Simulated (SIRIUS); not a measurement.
## HfIn4SiO6: single point with LDA+U

Crystal: HfIn4SiO6.

```xyz
12
Lattice="5.6987 0.0038 0.0156 -0.7051 6.1082 -0.0057 -2.7372 -1.3956 6.6308" Properties=species:S:1:pos:R:3 pbc="T T T"
Hf    0.2972   -0.0900    0.8831
In   -0.4860    5.0863    4.8335
In    2.9601   -0.6377    3.2997
In   -0.4663    2.2403    3.5350
In    2.4974    2.6606    1.3677
Si    2.2933    1.4988    5.6832
O     0.7088    1.2617    5.2639
O     3.2588    1.4387    4.3619
O     5.4139    1.6003    0.0368
O     2.4594    2.8937    6.5395
O    -0.6297   -0.1526    2.6118
O     2.1007    0.3624    1.4524
```

The cell was built by a generator and needn't be a form met in nature.

| Item | Value |
| --- | --- |
| Program | SIRIUS 7.12.0 |
| Task | single point |
| Functional | LDA |
| Potentials or basis | PseudoDojo 0.4.1 PBE standard (scalar relativistic) |
| Cutoff | 1152 eV |
| Density cutoff | 4606 eV |
| k mesh | 2 × 2 × 2 |
| Occupations | fermi-dirac, width 0.05 eV |
| Spin | no spin polarisation |
| Hubbard terms | Hf d U = 2 eV |
| Libxc names | ["XC_LDA_X", "XC_LDA_C_PW"] |
| Energy tol | 1e-08 Ha |
| Density tol | 1e-06 |
| Mixer | anderson |
| Mixing beta | 0.7 |
| Max scf | 100 |
| Radial cutoff for the potentials' integrals | 6.5 bohr |
| Form of the Hubbard term | simplified (Dudarev) |
| Hubbard projectors | orthogonalised atomic orbitals |
| Start of the occupations | the program's own |

```
Pressure               : -4.7 GPa
Largest force          : 0.482 eV/Å
Band gap on the k mesh : 1.16 eV, direct
```

Forces on the atoms (eV/Å):
```
Hf   0.091  0.089  0.124
In   0.055  0.266 -0.113
In   0.063  0.395 -0.267
In  -0.120 -0.319  0.255
In   0.024 -0.271 -0.059
Si   0.033 -0.032  0.076
O   -0.085 -0.142 -0.143
O    0.106 -0.096 -0.138
O    0.085 -0.239  0.100
O    0.004  0.245  0.150
O    0.045  0.019  0.018
O   -0.301  0.084 -0.003
```

Stress tensor (GPa, compression positive):
```
-4.35 -0.20 -0.19
-0.20 -5.29 -0.11
-0.19 -0.11 -4.42
```

Levels at points of the mesh, in eV from the valence-band top:
```tsv
k point	band 49	band 50	band 51	band 52	band 53	band 54	band 55	band 56
(0.00, 0.00, 0.00)	-2.54	-1.85	-0.55	0.00	1.16	2.15	2.20	3.12
(0.50, 0.00, 0.00)	-2.55	-2.41	-1.23	-0.68	1.52	2.40	2.66	2.83
(0.00, 0.50, 0.00)	-2.34	-2.23	-1.03	-0.04	1.40	1.78	2.19	2.38
(0.50, 0.50, 0.00)	-2.21	-1.96	-1.19	-0.83	1.63	1.97	2.10	2.36
(0.00, 0.00, 0.50)	-2.57	-2.37	-0.63	-0.18	1.40	1.85	2.38	2.69
(0.50, 0.00, 0.50)	-2.61	-2.33	-1.16	-0.98	1.87	2.13	2.39	2.68
(0.00, 0.50, 0.50)	-2.34	-1.75	-1.22	-0.73	1.26	1.75	2.09	2.34
(0.50, 0.50, 0.50)	-2.26	-1.87	-1.23	-0.90	1.68	1.98	2.09	2.31
```

Run time: 3.4 min on 4 threads of Intel(R) Xeon(R) Platinum 8259CL CPU @ 2.50GHz (Skylake/Cascade Lake), on a shared host, peak memory 2.4 GiB.

Caveat: the k mesh is coarse (spacing up to 0.60 Å⁻¹), so the values aren't converged; the potentials were made for another functional, which shifts forces and pressure; spin-orbit coupling is left out, which moves the levels of the heavy elements. A k mesh can miss the band edges.
